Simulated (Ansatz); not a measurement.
**CH3NSSi: how energies converge with the basis set**

One table from this session's results is given with a row withheld; the runs are named, their logs left out.

Computed with Ansatz 0.2.0, Gaussian basis. Level: one geometry, several basis sets.

Plan: PBE0-D4/def2-SVP; ωB97M-V/def2-SVP; PBE0-D4/def2-QZVPP; ωB97M-V/def2-QZVPP; the functionals' def2-TZVPP values are taken from earlier runs.

## Structure used throughout

An earlier PBE0-D4 in a triple-zeta def2 set relaxation fixed the geometry.

SMILES `N=C1[SiH2]S1`, 7 atoms, charge 0, spin multiplicity 1.

Atoms are counted from 1 here; the program's logs count them from 0.

Bond lengths: N1–C2 1.250 Å, N1–H5 1.021 Å, C2–Si3 1.820 Å, C2–S4 1.826 Å, Si3–S4 2.125 Å, Si3–H6 1.479 Å, Si3–H7 1.479 Å. Angles: C2–N1–H5 113.5°, N1–C2–Si3 152.1°, N1–C2–S4 136.6°, Si3–C2–S4 71.3°, C2–Si3–S4 54.5°, C2–Si3–H6 120.4°, C2–Si3–H7 120.4°, S4–Si3–H6 118.0°, S4–Si3–H7 118.0°, H6–Si3–H7 113.2°, C2–S4–Si3 54.2°.

Set-up of the first run:

Contents of in.yaml:

```yaml
crystal:
  periodic: [false, false, false]
  atoms:
    - {symbol: N, position_ang: [-1.546987, 0.664943, -0.806510]}
    - {symbol: C, position_ang: [-0.585543, 0.080634, -0.262909]}
    - {symbol: Si, position_ang: [1.108522, 0.045324, 0.402626]}
    - {symbol: S, position_ang: [-0.237649, -1.598010, 0.365084]}
    - {symbol: H, position_ang: [-2.361060, 0.065266, -0.945087]}
    - {symbol: H, position_ang: [2.271598, 0.010310, -0.510363]}
    - {symbol: H, position_ang: [1.412320, 0.663532, 1.711459]}
basis:
  gaussian: {orbitals: def2-SVP}
hamiltonian: {xc: pbe0, dispersion: d4}
output: {orbitals: {seedname: orbitals}}
```

Command:

```bash
ansatz run in.yaml --threads 2 --pin off --events-out ev --progress --plain --max-ram 4352MiB
```

Steps of the session up to this table: PBE0-D4 in def2-SVP; ωB97M-V in def2-SVP; PBE0-D4 in def2-QZVPP; ωB97M-V in def2-QZVPP.

One table of the session follows, with a row left open; its other results are not shown here.

| functional | basis | HOMO (eV) |
| --- | --- | --- |
| PBE0-D4 | def2-SVP | -7.05 |
| PBE0-D4 | def2-TZVPP | -7.19 |
| PBE0-D4 | def2-QZVPP | -7.22 |
| ωB97M-V | def2-SVP | -9.11 |
| ωB97M-V | def2-TZVPP | -9.28 |
| ωB97M-V | def2-QZVPP | ? |

Estimate the missing values for ωB97M-V, def2-QZVPP.

As computed: HOMO (eV): -9.32. In the column «HOMO (eV)» it is the lowest.
